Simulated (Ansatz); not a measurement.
# GaH3O: the cost of one run

All numbers below are computed with Ansatz 0.2.0 (RKS B3LYP/def2-SVP).

## Step 1: The system as given

Bond lengths: Ga1–H2 1.770 Å, Ga1–H3 1.770 Å, Ga1–O4 1.790 Å, O4–H5 1.010 Å. Angles: H2–Ga1–H3 33.2°, H2–Ga1–O4 163.4°, H3–Ga1–O4 163.4°, Ga1–O4–H5 109.5°.

Coordinates:

```xyz
5

Ga    0.0000    0.0000    0.0000
H     1.2166    0.0000    1.2856
H     1.7216    0.0000    0.4109
O    -1.5501    0.0000   -0.8950
H    -2.0598   -0.8467   -0.6865
```

## Step 2: A restrained relaxation towards end A

Springs on the bonds that form and break draw the guess towards this end; the thresholds are loose.

input.yaml reads:

```yaml
crystal:
  periodic: [false, false, false]
  atoms:
    - { symbol: Ga, position_ang: [0.0, 0.0, 0.0] }
    - { symbol: H, position_ang: [1.2166, 0.0, 1.2856] }
    - { symbol: H, position_ang: [1.7216, 0.0, 0.4109] }
    - { symbol: O, position_ang: [-1.5501, 0.0, -0.895] }
    - { symbol: H, position_ang: [-2.0598, -0.8467, -0.6865] }
basis:
  gaussian: { orbitals: def2-SVP }
hamiltonian:
  xc: b3lyp
relax:
  f_tol: 0.15
  max_steps: 25
  restrain:
    - { distance: [1, 2], at: 1.86, k: 30.0 }
    - { distance: [0, 1], at: 1.57, k: 30.0 }
    - { distance: [0, 2], at: 1.57, k: 30.0 }
```

Launch:

```bash
$ ansatz run input.yaml --threads 1 --pin off --max-ram 2048MiB --backend cpu --events-out ev --progress --plain --runs-dir out
```

Q: Estimate wall time and peak memory on 1 thread of Arm Neoverse V2, shared host.

About 14 s, with a peak of 0.11 GiB.
